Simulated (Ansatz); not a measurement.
# C2H3GaS: small, medium and large basis sets

One table from this session's results is given with a row withheld; the runs are named, their logs left out.

The runs use Ansatz 0.2.0, Gaussian basis; one geometry, several basis sets.

Levels to be run: PBE0-D4/def2-SVP; ωB97M-V/def2-SVP; PBE0-D4/def2-QZVPP; ωB97M-V/def2-QZVPP; the functionals' def2-TZVPP values are taken from earlier runs.

## The relaxed structure

The geometry comes from an earlier relaxation with PBE0-D4 in a triple-zeta def2 set; it is a stationary point, not always the lowest conformer.

SMILES `C#[C][GaH][SH]`, 7 atoms, charge 0, spin multiplicity 1.

Atoms are counted from 1 here; the program's logs count them from 0.

Bond lengths: C1–C2 1.208 Å, C1–H5 1.067 Å, C2–Ga3 1.908 Å, Ga3–S4 2.192 Å, Ga3–H6 1.551 Å, S4–H7 1.343 Å. Angles: C2–C1–H5 179.8°, C1–C2–Ga3 179.4°, C2–Ga3–S4 116.6°, C2–Ga3–H6 124.5°, S4–Ga3–H6 119.0°, Ga3–S4–H7 93.9°.

Set-up of the first run:

Contents of in.yaml:

```yaml
crystal:
  periodic: [false, false, false]
  atoms:
    - {symbol: C, position_ang: [-1.807688, -0.921790, -0.516561]}
    - {symbol: C, position_ang: [-0.857929, -0.430517, 0.046525]}
    - {symbol: Ga, position_ang: [0.650279, 0.349429, 0.917680]}
    - {symbol: S, position_ang: [2.241645, 1.118260, -0.379137]}
    - {symbol: H, position_ang: [-2.647297, -1.356019, -1.010487]}
    - {symbol: H, position_ang: [0.810766, 0.467812, 2.455392]}
    - {symbol: H, position_ang: [1.610224, 0.772814, -1.513402]}
basis:
  gaussian: {orbitals: def2-SVP}
hamiltonian: {xc: pbe0, dispersion: d4}
output: {orbitals: {seedname: orbitals}}
```

Launch:

```console
$ ansatz run in.yaml --threads 2 --pin off --events-out ev --progress --plain --max-ram 4352MiB
```

Among the steps run: PBE0-D4 in def2-SVP; ωB97M-V in def2-SVP; PBE0-D4 in def2-QZVPP; ωB97M-V in def2-QZVPP.

One table of the session follows, with a row left open; its other results are not shown here.

It belongs to the step «Density functionals: the series». 

| functional | basis | HOMO (eV) | LUMO (eV) |
| --- | --- | --- | --- |
| PBE0-D4 | def2-SVP | -7.63 | -1.61 |
| PBE0-D4 | def2-TZVPP | -7.74 | -1.72 |
| PBE0-D4 | def2-QZVPP | -7.76 | -1.75 |
| ωB97M-V | def2-SVP | -9.76 | 0.21 |
| ωB97M-V | def2-TZVPP | ? | ? |
| ωB97M-V | def2-QZVPP | -9.93 | -0.04 |

Estimate the missing values for ωB97M-V, def2-TZVPP.

The run gave: HOMO (eV): -9.90; LUMO (eV): 0.06. In the column «HOMO (eV)» it lies between ωB97M-V, def2-QZVPP (-9.93) and ωB97M-V, def2-SVP (-9.76).
